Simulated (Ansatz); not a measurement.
# C2H11FSi2: the cost of one run

Program: Ansatz 0.2.0. Level of theory: UKS PBE0/STO-3G. These are calculated values, not measurements.

### 1 The starting structure

Bond lengths: Si1–C2 2.176 Å, C2–C3 1.521 Å, Si1–H4 1.501 Å, Si1–H5 1.459 Å, Si1–Si6 2.306 Å, Si1–F8 2.005 Å, C2–H9 1.103 Å, C2–H10 1.086 Å, C3–H11 1.088 Å, C3–H12 1.091 Å, C3–H13 1.088 Å, Si6–H14 1.461 Å, Si6–H15 1.470 Å, Si6–H16 1.463 Å. Angles (14 of 28 angles, heavy atoms first): Si1–C2–C3 106.8°, C2–Si1–Si6 116.7°, C2–Si1–F8 75.8°, Si6–Si1–F8 88.1°, Si1–C2–H9 131.7°, Si1–C2–H10 94.2°, C3–C2–H9 107.9°, C3–C2–H10 110.9°, C2–Si1–H4 90.0°, C2–Si1–H5 110.2°, H4–Si1–Si6 103.8°, H4–Si1–F8 164.6°, H5–Si1–Si6 127.0°, H5–Si1–F8 80.5°.

Coordinates:

```xyz
16

Si   -0.1075    0.8559    0.8987
C    -1.4051   -0.5627   -0.1208
C    -0.5149   -1.6850   -0.6328
H     0.0077   -0.0846    2.0630
H    -0.9028    1.9080    1.5237
Si    2.0541    1.0299    0.1141
H    -1.1300    0.7106   -0.6147
F    -0.7132    1.8341   -0.7434
H    -2.2222   -0.4190   -0.8480
H    -1.9237   -0.8619    0.7854
H     0.2217   -1.9727    0.1149
H    -1.0992   -2.5718   -0.8829
H     0.0183   -1.3749   -1.5292
H     2.3840    2.3690   -0.3668
H     2.3604    0.0920   -0.9751
H     2.9723    0.7331    1.2141
```

### 2 Run 1

150 steps of 0.5 fs at constant energy, with velocities drawn for 1000 K.

Input file input.yaml:

```yaml
crystal:
  periodic: [false, false, false]
  atoms:
    - { symbol: Si, position_ang: [-0.1075, 0.8559, 0.8987] }
    - { symbol: C, position_ang: [-1.4051, -0.5627, -0.1208] }
    - { symbol: C, position_ang: [-0.5149, -1.685, -0.6328] }
    - { symbol: H, position_ang: [0.0077, -0.0846, 2.063] }
    - { symbol: H, position_ang: [-0.9028, 1.908, 1.5237] }
    - { symbol: Si, position_ang: [2.0541, 1.0299, 0.1141] }
    - { symbol: H, position_ang: [-1.13, 0.7106, -0.6147] }
    - { symbol: F, position_ang: [-0.7132, 1.8341, -0.7434] }
    - { symbol: H, position_ang: [-2.2222, -0.419, -0.848] }
    - { symbol: H, position_ang: [-1.9237, -0.8619, 0.7854] }
    - { symbol: H, position_ang: [0.2217, -1.9727, 0.1149] }
    - { symbol: H, position_ang: [-1.0992, -2.5718, -0.8829] }
    - { symbol: H, position_ang: [0.0183, -1.3749, -1.5292] }
    - { symbol: H, position_ang: [2.384, 2.369, -0.3668] }
    - { symbol: H, position_ang: [2.3604, 0.092, -0.9751] }
    - { symbol: H, position_ang: [2.9723, 0.7331, 1.2141] }
magnetization:
  spin_polarized: true
basis:
  gaussian: { orbitals: STO-3G }
hamiltonian:
  xc: pbe0
md:
  timestep: 0.5
  n_steps: 150
  ensemble: nve
  temperature: 1000.0
  initial_velocities: maxwell_boltzmann
  seed: 345415
```

Started as:

```console
ansatz run input.yaml --threads 1 --pin off --max-ram 2048MiB --backend cpu --events-out ev --progress --plain --runs-dir out
```

What time and memory should one allow on 1 thread of Intel Xeon 6975P-C (Granite Rapids), shared host?

About 8.3 min, with a peak of 0.19 GiB.
